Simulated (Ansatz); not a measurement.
**C₄H₅F₃O₂: a ladder of functionals and wavefunction methods**

The task here is to estimate one member of a computed series from the others.

The runs use Ansatz 0.2.0, Gaussian basis; functionals in def2-TZVPP, the program's frozen cores in correlated methods.

Plan: LDA (SPW92), PBE-D4, revPBE-D4, BLYP-D4, r2SCAN-D4, B97M-V, PBE0-D4, B3LYP-D4, r2SCANh-D4, r2SCAN0-D4, HSE06-D4, BHLYP-D4, CAM-B3LYP-D4, LC-ωPBE, ωB97X-V, ωB97M-V, B2PLYP, PBE-QIDH; CCSD(T)/def2-SVP; CCSD(T)/def2-TZVPP; MP2/def2-QZVPP; extrapolation to the limit; RPA on PBE.

## Structure used throughout

The geometry comes from an earlier relaxation with PBE0-D4 in a triple-zeta def2 set; it is a stationary point, not always the lowest conformer.

SMILES `CCOC(=O)C(F)(F)F`, 14 atoms, charge 0, spin multiplicity 1.

Atoms are counted from 1 here; the program's logs count them from 0.

Bond lengths: C1–C2 1.507 Å, C1–H10 1.091 Å, C1–H11 1.091 Å, C1–H12 1.092 Å, C2–O3 1.442 Å, C2–H13 1.089 Å, C2–H14 1.091 Å, O3–C4 1.318 Å, C4–O5 1.194 Å, C4–C6 1.545 Å, C6–F7 1.321 Å, C6–F8 1.334 Å, C6–F9 1.333 Å. Angles: C2–C1–H10 111.0°, C2–C1–H11 110.9°, C2–C1–H12 109.4°, H10–C1–H11 109.1°, H10–C1–H12 108.1°, H11–C1–H12 108.3°, C1–C2–O3 111.0°, C1–C2–H13 111.9°, C1–C2–H14 111.6°, O3–C2–H13 104.1°, O3–C2–H14 108.5°, H13–C2–H14 109.4°, C2–O3–C4 116.4°, O3–C4–O5 127.7°, O3–C4–C6 109.4°, O5–C4–C6 122.9°, C4–C6–F7 110.5°, C4–C6–F8 110.3° and more.

Geometry (Å):

```xyz
14

C    -0.36905   -0.25942   -2.03410
C    -0.19822    0.89622   -1.08190
O    -0.44060    0.48538    0.27944
C     0.57621   -0.05839    0.91817
O     1.68375   -0.23701    0.50974
C     0.13207   -0.45803    2.34351
F     1.14219   -0.98788    3.01065
F    -0.85560   -1.35328    2.28773
F    -0.30824    0.60635    3.01518
H     0.38085   -1.03013   -1.85195
H    -1.36309   -0.69929   -1.93702
H    -0.24981    0.09507   -3.06030
H    -0.93507    1.67900   -1.25801
H     0.80462    1.32144   -1.14112
```

The first run:

File in.yaml:

```yaml
crystal:
  periodic: [false, false, false]
  atoms:
    - {symbol: C, position_ang: [-0.369051, -0.259419, -2.034098]}
    - {symbol: C, position_ang: [-0.198219, 0.896218, -1.081900]}
    - {symbol: O, position_ang: [-0.440604, 0.485379, 0.279440]}
    - {symbol: C, position_ang: [0.576209, -0.058393, 0.918169]}
    - {symbol: O, position_ang: [1.683752, -0.237014, 0.509740]}
    - {symbol: C, position_ang: [0.132073, -0.458031, 2.343511]}
    - {symbol: F, position_ang: [1.142185, -0.987880, 3.010651]}
    - {symbol: F, position_ang: [-0.855598, -1.353284, 2.287726]}
    - {symbol: F, position_ang: [-0.308236, 0.606355, 3.015185]}
    - {symbol: H, position_ang: [0.380847, -1.030128, -1.851953]}
    - {symbol: H, position_ang: [-1.363085, -0.699291, -1.937024]}
    - {symbol: H, position_ang: [-0.249807, 0.095066, -3.060298]}
    - {symbol: H, position_ang: [-0.935068, 1.678996, -1.258014]}
    - {symbol: H, position_ang: [0.804622, 1.321437, -1.141116]}
basis:
  gaussian: {orbitals: def2-TZVPP}
hamiltonian: {xc: lda}
output: {orbitals: {seedname: orbitals}}
```

Run with:

```console
$ ansatz run in.yaml --threads 2 --pin off --events-out ev --progress --plain --max-ram 20480MiB --backend cuda --devices 0, --max-vram 18GiB
```

Steps of the session up to this table: LDA; PBE-D4 (GGA); revPBE-D4 (GGA); BLYP-D4 (GGA); r2SCAN-D4 (meta-GGA); B97M-V (meta-GGA); B3LYP-D4 (hybrid); r2SCANh-D4 (hybrid); r2SCAN0-D4 (hybrid); HSE06-D4 (hybrid); BHLYP-D4 (hybrid); CAM-B3LYP-D4 (range-separated); LC-ωPBE (range-separated); ωB97X-V (range-separated); ωB97M-V (range-separated); B2PLYP (double hybrid); PBE-QIDH (double hybrid).

One of the session's tables, all rows but one given; the rest of the session is left out.

It belongs to the step «Orbital energies across the functionals». 

| functional | HOMO (eV) | gap (eV) |
| --- | --- | --- |
| LDA (SPW92) | -7.37 | 5.17 |
| PBE-D4 | -7.11 | 5.25 |
| revPBE-D4 | -7.01 | 5.28 |
| BLYP-D4 | -7.04 | 5.28 |
| r2SCAN-D4 | -7.50 | 5.83 |
| B97M-V | -7.64 | 6.11 |
| PBE0-D4 | -8.88 | 8.11 |
| B3LYP-D4 | ? | ? |
| r2SCANh-D4 | -8.16 | 6.89 |
| r2SCAN0-D4 | -9.16 | 8.50 |
| HSE06-D4 | -8.47 | 7.31 |
| BHLYP-D4 | -10.62 | 11.06 |
| CAM-B3LYP-D4 | -10.42 | 10.83 |
| LC-ωPBE | -11.70 | 13.42 |
| ωB97X-V | -11.37 | 13.03 |
| ωB97M-V | -11.32 | 12.89 |

Q: Estimate the row for B3LYP-D4 from the others.

Worked estimate for «HOMO (eV)». Against the share of exact exchange, BLYP-D4 (0, -7.04), BHLYP-D4 (0.5, -10.62) give a slope of -7.16 per unit share; at 0.2 the line stands at -8.47.

As computed: HOMO (eV): -8.63; gap (eV): 7.56. In «HOMO (eV)» the line misses by +0.16.
